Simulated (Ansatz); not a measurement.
# Cu+ with NH₃: structure and interaction energy

One table from this session's results is given with a row withheld; the runs are named, their logs left out.

Program: Ansatz 0.2.0, Gaussian basis. Level of theory: PBE0-D4 structure, single points in def2-TZVPPD. These are calculated values, not measurements.

Levels: PBE-D4, revPBE-D4, BLYP-D4, r2SCAN-D4, B97M-V, PBE0-D4, B3LYP-D4, HSE06-D4, wB97X-V, wB97M-V, B2PLYP, Hartree-Fock, MP2, CCSD, CCSD(T). The reference is CCSD(T) extrapolated to the basis limit. For elements past Ar these valence bases correlate outer-core shells poorly and lack relativity, so that limit is rough.

Correlated methods freeze the cores. The 3s and 3p shells of Cu and Zn are frozen; filled d shells are correlated. B3LYP uses VWN-RPA correlation. B2PLYP carries no dispersion term here.

163 further runs of the same task are left out: 163 set aside as unsound or not needed.

## The starting structure

The pair, from a GFN2-xTB docking trial: 5 atoms, charge 1, spin multiplicity 1.

Atoms are counted from 1 here; the program's logs count them from 0.

Bond lengths: Cu1–N2 2.004 Å, N2–H3 1.019 Å, N2–H4 1.019 Å, N2–H5 1.019 Å. Angles: Cu1–N2–H3 111.5°, Cu1–N2–H4 111.6°, Cu1–N2–H5 111.7°, H3–N2–H4 107.4°, H3–N2–H5 107.2°, H4–N2–H5 107.2°.

Geometry (Å):

```xyz
5
CuH3N
Cu    0.0770   -0.1790   -1.8177
N    -0.0075    0.0172    0.1747
H     0.2562   -0.8463    0.6471
H    -0.9461    0.2609    0.4883
H     0.6204    0.7472    0.5077
```

Atoms 1 to 1 are fragment A (Cu+), the rest fragment B (NH₃).

Set-up of the first run:

pre/in.yaml

```yaml
crystal:
  periodic: [false, false, false]
  atoms:
    - {symbol: Cu, position_ang: [0.077000, -0.179000, -1.817700]}
    - {symbol: N, position_ang: [-0.007500, 0.017200, 0.174700]}
    - {symbol: H, position_ang: [0.256200, -0.846300, 0.647100]}
    - {symbol: H, position_ang: [-0.946100, 0.260900, 0.488300]}
    - {symbol: H, position_ang: [0.620400, 0.747200, 0.507700]}
basis:
  gaussian: {orbitals: def2-SVP}
total_charge: 1
hamiltonian: {xc: pbe, dispersion: d4}
relax: {f_tol: 0.03, max_steps: 250}
```

Launch:

```
$ ansatz run in.yaml --threads 2 --pin off --events-out ev --progress --plain --max-ram 5222MiB
```

Steps of the session up to this table: A first relaxation in a small basis; Relaxation at PBE0-D4; wB97X-V/def2-TZVPPD; wB97M-V/def2-TZVPPD; B2PLYP/def2-TZVPPD; B97M-V/def2-TZVPPD; CCSD(T)/def2-TZVPPD; MP2/def2-QZVPPD; Hartree-Fock/STO-3G; SPW92/def2-SVP; wB97M-V/def2-SVP; CCSD(T)/def2-SVP; Vibrations of the pair.

One of the session's tables, all rows but one given; the rest of the session is left out.

```
      method  interaction (kcal/mol)
      PBE-D4                  -65.92
   revPBE-D4                  -61.89
     BLYP-D4                  -64.70
   r2SCAN-D4                  -65.50
      B97M-V                  -63.68
     PBE0-D4                  -59.62
    B3LYP-D4                  -60.31
    HSE06-D4                       ?
     wB97X-V                  -57.74
     wB97M-V                  -57.22
      B2PLYP                  -57.64
Hartree-Fock                  -39.77
         MP2                  -54.80
        CCSD                  -50.49
     CCSD(T)                  -52.31
 CCSD(T)/CBS                  -55.89
```

Q: Estimate the row for HSE06-D4 from the others.

As computed: interaction (kcal/mol): -59.47. In the column «interaction (kcal/mol)» it lies between PBE0-D4 (-59.62) and wB97X-V (-57.74).

Among the levels timed on like hardware and quicker than the yardstick, those that no quicker one beats, quickest first: PBE-D4 (3.8 s, -10.02 kcal/mol); revPBE-D4 (3.9 s, -6.00 kcal/mol); PBE0-D4 (4.8 s, -3.72 kcal/mol); HSE06-D4 (6 s, -3.57 kcal/mol); B2PLYP (10 s, -1.75 kcal/mol); wB97M-V (17 s, -1.32 kcal/mol).

wB97M-V reaches 1.32 kcal/mol from the reference in 17 s, where CCSD(T)/CBS took 40 s; the quickest level in the cost chart, PBE-D4, takes 3.8 s and misses by 10.02 kcal/mol.

Caveats from the session: A lower arrangement may exist.
